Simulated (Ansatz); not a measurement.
# CH₂FNSn: a ladder of functionals and wavefunction methods

How much do the methods differ for CH₂FNSn? The plan is to run it at one geometry with functionals of several rungs and with coupled cluster. The yardstick is the atomisation energy at the CCSD(T) limit.

The runs use Ansatz 0.2.0, Gaussian basis; functionals in def2-TZVPP, the program's frozen cores in correlated methods.

Levels to be run: LDA (SPW92), PBE-D4, revPBE-D4, BLYP-D4, r2SCAN-D4, B97M-V, PBE0-D4, B3LYP-D4, r2SCANh-D4, r2SCAN0-D4, HSE06-D4, BHLYP-D4, CAM-B3LYP-D4, LC-ωPBE, ωB97X-V, ωB97M-V, B2PLYP, PBE-QIDH; CCSD(T)/def2-SVP; CCSD(T)/def2-TZVPP; CCSD(T)/def2-QZVPP; extrapolation to the limit; RPA on PBE.

### 1 Structure used throughout

All runs share one geometry, relaxed beforehand with PBE0-D4 in a triple-zeta def2 set. Sn takes the def2 core potential; no spin-orbit term is included.

SMILES `N#[C][SnH2][F]`, 6 atoms, charge 0, spin multiplicity 1.

Atoms are counted from 1 here; the program's logs count them from 0.

Bond lengths: N1–C2 1.152 Å, C2–Sn3 2.104 Å, Sn3–F4 1.910 Å, Sn3–H5 1.690 Å, Sn3–H6 1.690 Å. Angles: N1–C2–Sn3 177.5°, C2–Sn3–F4 103.5°, C2–Sn3–H5 109.5°, C2–Sn3–H6 109.5°, F4–Sn3–H5 106.7°, F4–Sn3–H6 106.7°, H5–Sn3–H6 119.6°.

### 2 LDA

This LDA is Slater exchange with PW92 correlation.

in.yaml reads:

```yaml
crystal:
  periodic: [false, false, false]
  atoms:
    - {symbol: N, position_ang: [2.046850, -1.267666, 1.073104]}
    - {symbol: C, position_ang: [1.158029, -0.706956, 0.601256]}
    - {symbol: Sn, position_ang: [-0.421771, 0.395775, -0.244986]}
    - {symbol: F, position_ang: [-1.678613, -0.947716, -0.759994]}
    - {symbol: H, position_ang: [0.106083, 1.137786, -1.669133]}
    - {symbol: H, position_ang: [-1.168477, 1.324677, 0.953754]}
basis:
  gaussian: {orbitals: def2-TZVPP}
hamiltonian: {xc: lda}
output: {orbitals: {seedname: orbitals}}
```

Started as:

```
ansatz run in.yaml --threads 2 --pin off --events-out ev --progress --plain --max-ram 22528MiB --backend cpu
```

After this run come: PBE-D4 (GGA); revPBE-D4 (GGA); BLYP-D4 (GGA); r2SCAN-D4 (meta-GGA); B97M-V (meta-GGA); PBE0-D4 (hybrid); B3LYP-D4 (hybrid); r2SCANh-D4 (hybrid); r2SCAN0-D4 (hybrid); HSE06-D4 (hybrid); BHLYP-D4 (hybrid); CAM-B3LYP-D4 (range-separated); LC-ωPBE (range-separated); ωB97X-V (range-separated); ωB97M-V (range-separated); B2PLYP (double hybrid); PBE-QIDH (double hybrid); CCSD(T) in def2-SVP; CCSD(T) in def2-TZVPP; CCSD(T) in def2-QZVPP; RPA on PBE orbitals.

Before running them: what should the planned runs give, taken together? Wanted: atomisation energy, CCSD(T)/CBS; farthest beyond LDA; mean size of error, GGA; mean size of error, meta-GGA; mean size of error, hybrid; mean size of error, range-separated; mean size of error, double hybrid; gap, smallest and largest; T1 diagnostic.

**Answer**, as computed:

```
                               quantity                                            value
        atomisation energy, CCSD(T)/CBS                                    2121.5 kJ/mol
 functionals within 21.2 kJ/mol (1.0 %)  BLYP-D4, B97M-V, CAM-B3LYP-D4, ωB97X-V, ωB97M-V
                    farthest beyond LDA                         BHLYP-D4 (-137.5 kJ/mol)
                mean size of error, GGA                                      27.2 kJ/mol
           mean size of error, meta-GGA                                      20.1 kJ/mol
             mean size of error, hybrid                                      69.6 kJ/mol
    mean size of error, range-separated                                      11.7 kJ/mol
      mean size of error, double hybrid                                      46.5 kJ/mol
              gap, smallest and largest        5.84 eV (LDA (SPW92)), 13.17 eV (LC-ωPBE)
                          T1 diagnostic                                           0.0145
triples share of the correlation energy                                            3.7 %
```

What this shows: The LDA atomisation energy is off by 334.1 kJ/mol (16 %): it overbinds. PBE-D4 misses by +48.4 kJ/mol. Double hybrids carry the basis error of their MP2 part in triple zeta, and no dispersion term here, so their miss is partly the set-up's. The rungs range-separated, meta-GGA miss on average by less than the doubt on the reference (21.2 kJ/mol), so they tie; hybrid functionals have the largest mean beyond LDA (69.6 kJ/mol), BHLYP with half exact exchange included. Misses under about 21.2 kJ/mol are within the doubt on the reference itself, which lacks core-valence correlation, spin-orbit coupling and higher excitations, and its outer-core shells are covered unevenly. All levels share the lack of spin-orbit coupling, which lowers the free heavy atoms and so the true binding. Hartree-Fock recovers 64 % of the binding; the rest is correlation. CCSD(T) in def2-SVP is off by -173.5 kJ/mol, more than most functionals: a good method in a small basis is no reference. The gap grows from 5.8 to 13.2 eV across the functionals, mostly with the share of exact exchange. Correlated methods include outer-core shells of Sn, which these sets cover unevenly.
